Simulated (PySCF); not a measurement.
**Solver options tried on Sr2**

Do solver options change the result for Sr2, or only the number of cycles?

Computed with PySCF 2.14.0. Level: method and basis as typed in the scripts.

4 further runs of the same task are left out: 4 that didn't finish.

## 1. Where the work starts

Sr2: 2 atoms, charge 0, spin multiplicity 1.

Bond lengths: Sr1–Sr2 3.420 Å.

## 2. Base script

File input.py:

```python
from pyscf import gto, dft

mol = gto.M(
    atom='Sr 0 0 0; Sr 0 0 3.42',
    basis='def2-svp',
    ecp={'Sr': 'def2-svp'},
    charge=0,
    spin=0,
    verbose=3,
)
mf = dft.UKS(mol, xc='wb97')
mf.kernel()
mf.dip_moment()
print('orbital energies (hartree):', [e[max(0, n-3):n+3].round(4) for e, n in zip(mf.mo_energy, mol.nelec)])
```

Command:

```sh
OMP_NUM_THREADS=1 python input.py
```

The log of this run is left out.

Base result: E(SCF) = -61.254851 Eh, μ = 0.00 D.

The bond length is a typed value, not an optimised one.

## 3. Damping 0.95

Variant 1 changes damping: none → 0.95.

File input.py:

```python
from pyscf import gto, dft

mol = gto.M(
    atom='Sr 0 0 0; Sr 0 0 3.42',
    basis='def2-svp',
    ecp={'Sr': 'def2-svp'},
    charge=0,
    spin=0,
    verbose=3,
)
mf = dft.UKS(mol, xc='wb97')
mf.damp = 0.95
mf.diis_start_cycle = 8
mf.kernel()
mf.dip_moment()
print('orbital energies (hartree):', [e[max(0, n-3):n+3].round(4) for e, n in zip(mf.mo_energy, mol.nelec)])
```

Command:

```sh
OMP_NUM_THREADS=1 python input.py
```

## 4. Second-order solver on

Variant 2 changes second-order solver: off → on.

Changes to input.py since step 2:

```diff
@@ -11,2 +11,3 @@
 mf = dft.UKS(mol, xc='wb97')
+mf = mf.newton()
 mf.kernel()
```

## 5. Damping 0.8

Variant 3 changes damping: none → 0.8.

Changes to input.py since step 2:

```diff
@@ -11,2 +11,4 @@
 mf = dft.UKS(mol, xc='wb97')
+mf.damp = 0.8
+mf.diis_start_cycle = 8
 mf.kernel()
```

Before running it: what results should come out? Wanted: for each run, E(SCF); from base.

**Answer**, as computed:

| run | E(SCF) (hartree) | from base (eV) |
| --- | --- | --- |
| base | -61.254851 | 0 |
| damping 0.95 (poor choice) | -61.320590 | not comparable |
| second-order solver on | -61.320590 | -1.7889 |
| damping 0.8 | -61.320590 | -1.7889 |

In words: The largest comparable shift of the SCF energy, -1.789 eV, comes with the run “damping 0.8”. With second-order solver on the SCF ends in another solution, 1.79 eV lower: the path to self-consistency decides the state here. With damping 0.8 the SCF ends in another solution, 1.79 eV lower: the path to self-consistency decides the state here. Rows marked «poor choice» come from settings spoiled on purpose.
